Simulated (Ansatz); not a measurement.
Predict the output of the script below (the Ansatz DFT code, driven from Python).

Input file `y2cn2o2.cif`:
```cif
data_Y2CN2O2
_cell_length_a 3.698989
_cell_length_b 3.698989
_cell_length_c 8.168855
_cell_angle_alpha 90.00000
_cell_angle_beta 90.00000
_cell_angle_gamma 120.00000
_symmetry_space_group_name_H-M 'P 1'
_symmetry_Int_Tables_number 1
loop_
_symmetry_equiv_pos_as_xyz
'x, y, z'
loop_
_atom_site_label
_atom_site_type_symbol
_atom_site_fract_x
_atom_site_fract_y
_atom_site_fract_z
Y1 Y    0.333333    0.666667    0.677520
Y2 Y    0.666667    0.333333    0.322480
C3 C    0.000000    0.000000    0.000000
N4 N    0.000000    0.000000    0.150150
N5 N    0.000000    0.000000    0.849850
O6 O    0.333333    0.666667    0.396659
O7 O    0.666667    0.333333    0.603341
```

`y2cn2o2_partial.py`:
```python
# -*- coding: utf-8 -*-
import itertools
import logging
import sys

import ansatz as az
from ase.io import read
import numpy as np

logging.basicConfig(stream=sys.stdout, format='%(levelname)s:%(name)s:%(message)s')
logger = logging.getLogger('calc')
logger.setLevel(logging.INFO)

atoms = read('y2cn2o2.cif')
system = az.Crystal.from_ase(atoms)

model = (
    system.calculation()
    .kpoints(5, 5, 2)
    .functional('LDA')
    .basis(18 * az.Ha)
    .occupations('fixed')
    .band_densities([('v1', 'v1'), ('c1', 'c1')])
)
session = model.session()
planned = session.plan(threads=1)
res = planned.execute()
data = res.report
cell = np.asarray(res.lattice.cell_ang)
for names, window in zip([('v1', 'v1'), ('c1', 'c1')], res.band_densities().windows):
    density = window.outcome.density
    rho = density.channels[0].density_e_per_ang3
    axes = density.fft_grid_basis @ cell
    points = np.stack(np.meshgrid(*(np.arange(n) / n for n in rho.shape), indexing='ij'), axis=-1)
    print('bands', names, 'electrons', np.round(window.outcome.n_electrons, 3), 'peak', round(float(rho.max()), 3), 'e/A^3')
    for index, site in enumerate(res.lattice.sites):
        offset = points - np.asarray(site.position_ang) @ np.linalg.inv(axes)
        offset -= np.round(offset)
        distance = np.min([np.linalg.norm((offset + image) @ axes, axis=-1) for image in itertools.product((-1, 0, 1), repeat=3)], axis=0)
        logger.info(f'   {index} {site.symbol:2s} {100 * rho[distance < 1.0].sum() / rho.sum():5.1f} % within 1.0 A')
```

```console
$ python y2cn2o2_partial.py
DeckWarning: the atoms were moved onto the symmetric positions of the space group found under crystal.symmetry.tolerance 1.0e-5 (fractional; no operation is sought that the atoms, as they stand in a round, miss by more than twice it, and no atom is moved by [...]
bands ('v1', 'v1') electrons [2.] peak 0.614 e/A^3
INFO:calc:   0 Y    1.3 % within 1.0 A
INFO:calc:   1 Y    1.3 % within 1.0 A
INFO:calc:   2 C    6.9 % within 1.0 A
INFO:calc:   3 N   26.4 % within 1.0 A
INFO:calc:   4 N   26.4 % within 1.0 A
INFO:calc:   5 O   11.3 % within 1.0 A
INFO:calc:   6 O   11.3 % within 1.0 A
bands ('c1', 'c1') electrons [2.] peak 0.217 e/A^3
INFO:calc:   0 Y    9.7 % within 1.0 A
INFO:calc:   1 Y    9.7 % within 1.0 A
INFO:calc:   2 C    3.6 % within 1.0 A
INFO:calc:   3 N    2.8 % within 1.0 A
INFO:calc:   4 N    2.8 % within 1.0 A
INFO:calc:   5 O    6.7 % within 1.0 A
INFO:calc:   6 O    6.7 % within 1.0 A
```
(Warnings from the package without file and line, shortened.)

Reading the output:
- No spin polarisation was allowed.
- The structure comes from a database of computed cells and needn't be a stable or known phase.
- The windows are summed over all k-points with every state counted as full, the empty ones too; where a window cuts a degenerate level its bands share the weight. Values near the nuclei depend on the potentials. Spheres that overlap count density twice, so shares are no populations.
- Finished in 4.2 s on 1 thread of Arm Neoverse V1, with other jobs on the host, peak memory 0.47 GiB.

(A comment or docstring line of the script was reworded after the run, the code is as it ran; lines on the test bed's own set-up are left out of the output.)
